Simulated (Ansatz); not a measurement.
# B5W2: the cost of one run

Computed with Ansatz 0.2.0 (DFT PBE, scalar-relativistic, plane waves, PAW, unless a step's input says otherwise).

### Step 1. The starting structure

The structure is cubic, space group F-43m (No. 216). The conventional cell has a = 6.771 Å, b = 6.771 Å, c = 6.771 Å, α = 90.00°, β = 90.00°, γ = 90.00°. Around B (site symmetry -43m) lie 12 B at 2.89 Å and 8 W at 2.93 Å. B (site symmetry 3m) has 3 B at 1.80 Å and 1 W at 1.83 Å as nearest neighbours. Around W (site symmetry -43m) lie 4 B at 1.83 Å. Around W (site symmetry -43m) lie 16 B at 2.77 to 2.93 Å.

Coordinates:

```
B W
1.0
     0.00000    3.38553    3.38553
     3.38553    0.00000    3.38553
     3.38553    3.38553    0.00000
B W
5 2
Direct
  0.50000 0.50000 0.50000
  0.09384 0.09384 0.09384
  0.09384 0.09384 0.71849
  0.09384 0.71849 0.09384
  0.71849 0.09384 0.09384
  0.25000 0.25000 0.25000
  0.75000 0.75000 0.75000
```

Recipe of the guess: random cell by space group and Wyckoff sites (F-43m, No. 216). Lengths come from tabulated atomic sizes and are only a guess.

### Step 2. The guess as it stands, on a coarse mesh

File input.yaml:

```yaml
crystal:
  lattice:
    - [0.0, 3.3855256, 3.3855256]
    - [3.3855256, 0.0, 3.3855256]
    - [3.3855256, 3.3855256, 0.0]
  atoms:
    - { symbol: B, position: [0.5, 0.5, 0.5] }
    - { symbol: B, position: [0.09383531, 0.09383531, 0.09383531] }
    - { symbol: B, position: [0.09383531, 0.09383531, 0.71849407] }
    - { symbol: B, position: [0.09383531, 0.71849407, 0.09383531] }
    - { symbol: B, position: [0.71849407, 0.09383531, 0.09383531] }
    - { symbol: W, position: [0.25, 0.25, 0.25] }
    - { symbol: W, position: [0.75, 0.75, 0.75] }
basis:
  ecutwfc: 420
kpoints:
  mp_grid: { grid: [4, 4, 4] }
hamiltonian:
  xc: pbe
scf:
  occupations: { method: gaussian, width: 0.1 }
  lower_state_search: "off"
output:
  forces: true
  stress: true
  eigenvalues: true
```

Run with:

```bash
$ ansatz run input.yaml --threads 1 --pin off --max-ram 2560MiB --backend cpu --events-out ev --progress --plain --runs-dir out
```

What time and memory should one allow on 1 thread of Intel Xeon 6975P-C (Granite Rapids), shared host?

About 1.1 s, with a peak of 0.34 GiB.
